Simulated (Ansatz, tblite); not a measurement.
# C₁₀H₁₀Cl₄N₂Sn: rung by rung, part 2 of 2

How do method and basis change the picture of C₁₀H₁₀Cl₄N₂Sn (singlet)?

Ansatz 0.2.0, Gaussian basis; as each input shows. Earlier steps stand in the parts before.

## (15) CCSD(T)/def2-SVP

in.yaml

```yaml
crystal:
  periodic: [false, false, false]
  atoms:
    - {symbol: Sn, position_ang: [-1.582162, -0.158067, -1.673878]}
    - {symbol: N, position_ang: [-1.483386, -0.047533, 0.701157]}
    - {symbol: C, position_ang: [-0.797514, 0.917529, 1.341823]}
    - {symbol: C, position_ang: [-0.773868, 0.995513, 2.738965]}
    - {symbol: C, position_ang: [-1.499915, 0.051573, 3.479528]}
    - {symbol: C, position_ang: [-2.224514, -0.937302, 2.797750]}
    - {symbol: C, position_ang: [-2.190536, -0.957455, 1.399055]}
    - {symbol: H, position_ang: [-0.290761, 1.653410, 0.697742]}
    - {symbol: H, position_ang: [-0.199654, 1.793745, 3.231060]}
    - {symbol: H, position_ang: [-1.505865, 0.089794, 4.579599]}
    - {symbol: H, position_ang: [-2.815019, -1.691304, 3.337218]}
    - {symbol: H, position_ang: [-2.726426, -1.711648, 0.801856]}
    - {symbol: Cl, position_ang: [-1.224660, -0.241922, -4.046049]}
    - {symbol: N, position_ang: [0.782332, -0.019664, -1.439404]}
    - {symbol: C, position_ang: [1.468660, -0.853803, -0.636317]}
    - {symbol: C, position_ang: [2.863312, -0.792854, -0.536395]}
    - {symbol: C, position_ang: [3.554446, 0.151928, -1.308374]}
    - {symbol: C, position_ang: [2.827388, 1.002577, -2.153863]}
    - {symbol: C, position_ang: [1.433214, 0.888812, -2.191794]}
    - {symbol: H, position_ang: [0.866910, -1.601926, -0.096525]}
    - {symbol: H, position_ang: [3.392907, -1.486449, 0.132261]}
    - {symbol: H, position_ang: [4.651844, 0.220820, -1.256045]}
    - {symbol: H, position_ang: [3.328219, 1.751386, -2.783539]}
    - {symbol: H, position_ang: [0.801173, 1.531316, -2.824270]}
    - {symbol: Cl, position_ang: [-3.969633, -0.280481, -1.454288]}
    - {symbol: Cl, position_ang: [-1.448153, 2.286455, -1.549764]}
    - {symbol: Cl, position_ang: [-1.238349, -2.554436, -1.287498]}
basis:
  gaussian: {orbitals: def2-SVP, initial_orbitals: start.molden}
correlation: {method: ccsd_t}
scf: {omitted_lower_state_checks: [starts]}
output: {orbitals: {seedname: orbitals}}
```

The run is started by

```bash
$ ansatz run in.yaml --threads 2 --pin off --events-out ev --progress --plain --max-ram 32768MiB --backend cuda --devices 0, --max-vram 18GiB
```

Log (excerpt; [...] marks lines left out):

```text
Functional definition: HF
  name "HF"
  cite "Fock, Z. Phys. 61, 126 (1930) doi:10.1007/BF01340294"
  parent pbe
[...]
3240 factors; integrals over basis functions are off by at most 1.4e-3 eV
[...]
mean field -69225.84918567 eV, -2544.0030346076 hartree, gradient 6.6e-6 eV, S^2 0.000000; 0 other end points of the search recorded, 0 dependent functions left out; unrestricted orbitals would lower it
36 core orbitals not correlated: weight in the atoms' cores, before any rotation towards them, 1.000 or more for the frozen orbitals, at most 0.000 for the correlated occupied ones
reference -69225.84918567 eV, -2544.0030346076 hartree; 51, 51 occupied and 229, 229 virtual orbitals, 3240 factors
second order -61.98931996 eV of doubles, -0.00000000 eV of singles
cycle   1  -62.70370823 eV  change   -7.1e-1 eV  update   2.0e-1
[...]
cycle   9  -64.81870072 eV  change   -3.9e-5 eV  update   8.0e-5
perturbative correction -2.62138343 eV, -0.0963340641 hartree
Total energy: -69293.28926982 eV, -2546.4814119873 hartree
Checks for a lower state left out: starts
```

Run time: 35 s. Hardware: 1 × H100 (card shared with other runs) with 2 threads of AMD EPYC 7R13, shared host; peak host memory 1.4 GiB.

Hartree-Fock HOMO -10.33 eV, LUMO 1.52 eV; T1 0.012. Doubts: restricted state is unstable towards broken spin symmetry.

## (16) RPA/def2-SVP

in.yaml, as its differences from that of step 15:

```diff
@@ -32,4 +32,4 @@
   gaussian: {orbitals: def2-SVP, initial_orbitals: start.molden}
-correlation: {method: ccsd_t}
+hamiltonian: {xc: pbe}
+correlation: {method: rpa}
 scf: {omitted_lower_state_checks: [starts]}
-output: {orbitals: {seedname: orbitals}}
```

Launched as before.

Log (excerpt; [...] marks lines left out):

```text
Functional definition: PBE
  name "PBE"
  cite "Perdew, Burke & Ernzerhof, Phys. Rev. Lett. 77, 3865 (1996) doi:10.1103/PhysRevLett.77.3865"
  parent pbe
[...]
3240 factors; integrals over basis functions are off by at most 1.4e-3 eV
[...]
mean field -69377.37757861 eV, -2549.5716003384 hartree, gradient 8.9e-6 eV, S^2 0.000000; 0 other end points of the search recorded, 0 dependent functions left out
36 core orbitals not correlated: weight in the atoms' cores, before any rotation towards them, 1.000 or more for the frozen orbitals, at most 0.000 for the correlated occupied ones
reference -69221.76815774 eV, -2543.8530595972 hartree; 51, 51 occupied and 229, 229 virtual orbitals, 3240 factors
Total energy: -69318.78436098 eV, -2547.4183393063 hartree
Checks for a lower state left out: starts
```

It took 14 s on 1 × H100 (card shared with other runs) with 2 threads of AMD EPYC 7R13, shared host; peak host memory 1.6 GiB.

## (17) Levels side by side

```
                 level  functions  HOMO (eV)  LUMO (eV)  gap (eV)   time
         LDA/def2-TZVP        630      -6.59      -3.32      3.27   16 s
       PBE-D4/def2-SVP        316      -6.11      -2.95      3.16  8.5 s
      PBE-D4/def2-TZVP        630      -6.43      -3.06      3.37   14 s
   r2SCAN-D4/def2-TZVP        630      -6.79      -2.96      3.83   15 s
      PBE0-D4/def2-SVP        316      -7.60      -2.10      5.50   13 s
     PBE0-D4/def2-TZVP        630      -7.85      -2.21      5.64   14 s
     LC-ωPBE/def2-TZVP        630     -10.66      -0.11     10.55   16 s
     ωB97X-V/def2-TZVP        630     -10.28      -0.17     10.11   16 s
LC-ωPBE(0.10)/def2-SVP        316      -7.59      -1.55      6.04   15 s
LC-ωPBE(0.15)/def2-SVP        316      -8.24      -1.04      7.20   13 s
LC-ωPBE(0.20)/def2-SVP        316      -8.82      -0.66      8.15   14 s
LC-ωPBE(0.30)/def2-SVP        316      -9.76      -0.22      9.54   11 s
```

Energy pieces by basis (eV):

| basis | HF | MP2 correlation | CCSD correlation | (T) | total |
| --- | --- | --- | --- | --- | --- |
| def2-SVP | -69225.8492 | -61.9893 | -64.8187 | -2.6214 | -69293.2893 |

## (18) Binding energy

Free atoms were run apart at each level; binding is atoms less cluster, divided by the number of atoms, without zero-point or spin-orbit terms.

Differences are taken before rounding.

```csv
method,binding an atom (eV),from CCSD(T)/def2-SVP (eV),time
HF/def2-SVP,3.297,-1.035,
LDA/def2-TZVP,5.291,+0.958,16 s
PBE-D4/def2-SVP,4.793,+0.461,8.5 s
PBE-D4/def2-TZVP,4.724,+0.392,14 s
r2SCAN-D4/def2-TZVP,4.572,+0.240,15 s
PBE0-D4/def2-SVP,4.677,+0.344,13 s
PBE0-D4/def2-TZVP,4.608,+0.276,14 s
LC-ωPBE/def2-TZVP,4.510,+0.178,16 s
ωB97X-V/def2-TZVP,4.547,+0.214,16 s
MP2/def2-SVP,4.452,+0.120,
CCSD/def2-SVP,4.253,-0.080,
CCSD(T)/def2-SVP,4.333,0,35 s
```

Some runs used a GPU and others CPU threads alone, so the times don't compare the methods' cost.

## (19) Results

What follows sums up all 2 parts.

| quantity | value |
| --- | --- |
| gap in def2-TZVP, named functionals, smallest and largest | 3.27 eV (LDA), 10.55 eV (LC-ωPBE) |
| gap over the ω (1/bohr) | 6.04 eV at 0.1, 9.54 eV at 0.3 |
| correlation energy, CCSD(T)/def2-SVP | -67.44 eV |
| binding an atom, CCSD(T)/def2-SVP | 4.333 eV |
| PBE0 total energy, smallest basis above largest | 31.47 eV (def2-SVP, def2-TZVP) |

**Reading.** Orbital gaps of the named functionals in def2-TZVP span 3.27 eV (LDA) to 10.55 eV (LC-ωPBE); exact exchange widens it. Raising the ω (1/bohr) from 0.1 to 0.3 moves the HOMO by -2.17 eV and the LUMO by +1.33 eV. The functionals in def2-TZVP miss CCSD(T)/def2-SVP by +0.178 (LC-ωPBE) to +0.958 eV (LDA) an atom. The yardstick is in a double-zeta basis, so levels in larger sets aren't compared like for like. The reference is CCSD(T) in one finite basis, so it carries an error of its own, often a tenth of an eV or more, and near misses can't be ranked.

The slowest run with a step of its own, CCSD(T)/def2-SVP, took 35 s; the quickest functional in def2-TZVP took 14 s (shared host).
